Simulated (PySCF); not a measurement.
**GeH2F (SMILES [F][GeH2]) at UMP2/STO-3G**

Aim: the vertical doublet–quartet gap of GeH2F at UMP2/STO-3G, from 2 runs. Input form: a Python script.

The results are computed with PySCF 2.14.0.

8 further runs of the same task are left out: 2 that didn't finish, 6 set aside as unsound or not needed.

## (1) The system as given

The species is GeH2F (4 atoms), meant as a doublet with charge 0. As SMILES, `[F][GeH2]`. The coordinates come from a PBE0-D4/def2-TZVP relaxation.

Bond lengths: F1–Ge2 1.745 Å, Ge2–H3 1.549 Å, Ge2–H4 1.549 Å. Angles: F1–Ge2–H3 105.4°, F1–Ge2–H4 105.4°, H3–Ge2–H4 113.3°.

## (2) A single-point energy at UMP2/STO-3G

calc.py reads:

```python
from pyscf import gto, scf, mp

mol = gto.M(
    atom='''
F      0.261160    -1.106246     2.724985
Ge     0.577689    -0.421787    -0.485849
H     -2.038637    -0.997397    -1.666738
H      1.304667     2.411291    -0.610571
''',
    max_memory=1860,
    basis='sto-3g',
    charge=0,
    unit='bohr',
    spin=1,
    verbose=3,
)

myscf = scf.UHF(mol)
myscf.conv_tol = 1e-10
myscf.kernel()
if not myscf.converged:
    myscf = myscf.newton().run(myscf.mo_coeff, myscf.mo_occ)

pt = mp.MP2(myscf, frozen=10).run()
energy = pt.e_tot
print('Final energy', energy)
```

The run is started by

```console
$ OMP_NUM_THREADS=1 python calc.py
```

Standard output:

```text
converged SCF energy = -2150.90428518888  <S^2> = 0.75272305  2S+1 = 2.0027212
E(UMP2) = -2150.95254077264  E_corr = -0.0482555837596355
E(SCS-UMP2) = -2150.95795587345  E_corr = -0.0536706845652443
Final energy -2150.952540772642
```

It took 1.8 s on 1 thread of AMD EPYC 7R43 (Zen 3), shared host; peak memory 0.11 GiB.

## (3) The quartet at the same level

job.py reads:

```python
from pyscf import gto, mp

molecule = gto.M(
    atom='''
F        0.138200      -0.585400       1.442000
Ge       0.305700      -0.223200      -0.257100
H       -1.078800      -0.527800      -0.882000
H        0.690400       1.276000      -0.323100
''',
    spin=3,
    verbose=4,
    basis='sto-3g',
    max_memory=1860,
)

mf = molecule.UHF()
mf.conv_tol = 1e-10
mf.kernel()
if not mf.converged:
    mf = mf.newton().run(mf.mo_coeff, mf.mo_occ)

pt = mp.MP2(mf, frozen=10).run()
e_final = pt.e_tot
print('E = %.10f Eh' % e_final)
```

The run is started by

```console
$ OMP_NUM_THREADS=1 python job.py
```

Standard output:

```text
PySCF version 2.14.0

[INPUT] num. atoms = 4
[INPUT] num. electrons = 43
[INPUT] charge = 0
[INPUT] spin (= nelec alpha-beta = 2S) = 3
[INPUT] symmetry False subgroup None
[INPUT] Mole.unit = angstrom
[INPUT] Symbol           X                Y                Z      unit          X                Y                Z       unit  Magmom
[INPUT]  1 F      0.138200000000  -0.585400000000   1.442000000000 AA    0.261160150415  -1.106245673320   2.724985071623 Bohr   0.0
[INPUT]  2 Ge     0.305700000000  -0.223200000000  -0.257100000000 AA    0.577689276280  -0.421786871003  -0.485848586626 Bohr   0.0
[INPUT]  3 H     -1.078800000000  -0.527800000000  -0.882000000000 AA   -2.038636543181  -0.997397448545  -1.666738441866 Bohr   0.0
[INPUT]  4 H      0.690400000000   1.276000000000  -0.323100000000 AA    1.304666916400   2.411290534945  -0.610570510847 Bohr   0.0

nuclear repulsion = 113.015982888999
number of shells = 13
number of NR pGTOs = 75
number of NR cGTOs = 25
basis = sto-3g
ecp = {}

[... 20 lines left out ...]
WARN: HOMO -0.0369449528671384 >= LUMO -0.587198627627614
[... 5 lines left out ...]
WARN: HOMO 0.168985447285626 >= LUMO 0.040459540237009
[... 5 lines left out ...]
WARN: HOMO 0.0505054963883697 >= LUMO 0.0293254565689443
[... 50 lines left out ...]
converged SCF energy = -2150.6236731449  <S^2> = 3.7552988  2S+1 = 4.0026485
[... 1 line left out ...]
******** <class 'pyscf.mp.ump2.UMP2'> ********
nocc = (np.int64(13), np.int64(10)), nmo = (15, 15)
frozen orbitals 10
E(UMP2) = -2150.6491100371  E_corr = -0.0254368921949046
E(SCS-UMP2) = -2150.65290367481  E_corr = -0.0292305299059147
E_corr(same-spin) = -0.0014927777630432
E_corr(oppo-spin) = -0.0239441144318614
E = -2150.6491100371 Eh
```

Wall time 1.6 s (1 thread of AMD EPYC 7R43 (Zen 3), shared host); peak memory 0.11 GiB.

## (4) What came out

Level: UMP2/STO-3G, 10 core orbitals frozen.

```
                                                           quantity           value
                                              doublet: total energy  -2150.95254 Eh
                      doublet: dipole moment (Hartree–Fock density)          1.49 D
doublet: HOMO energy (Hartree–Fock orbitals) (highest over α and β)        -6.72 eV
 doublet: LUMO energy (Hartree–Fock orbitals) (lowest over α and β)         4.86 eV
              doublet: correlation energy (10 core orbitals frozen)       -48.3 mEh
                         doublet: ⟨S²⟩ of the reference determinant           0.753
                                              quartet: total energy  -2150.64911 Eh
                      quartet: dipole moment (Hartree–Fock density)          2.16 D
quartet: HOMO energy (Hartree–Fock orbitals) (highest over α and β)        -0.06 eV
 quartet: LUMO energy (Hartree–Fock orbitals) (lowest over α and β)         5.88 eV
              quartet: correlation energy (10 core orbitals frozen)       -25.4 mEh
                         quartet: ⟨S²⟩ of the reference determinant           3.755
                   vertical energy of the quartet above the doublet        8.257 eV
```

At this shape the quartet lies 8.26 eV (797 kJ/mol) above the doublet. In a minimal basis such a difference can be off by several eV, whatever the method. Mulliken charges (doublet) of the mean-field density run from -0.29 on F1 to +0.56 on Ge2.
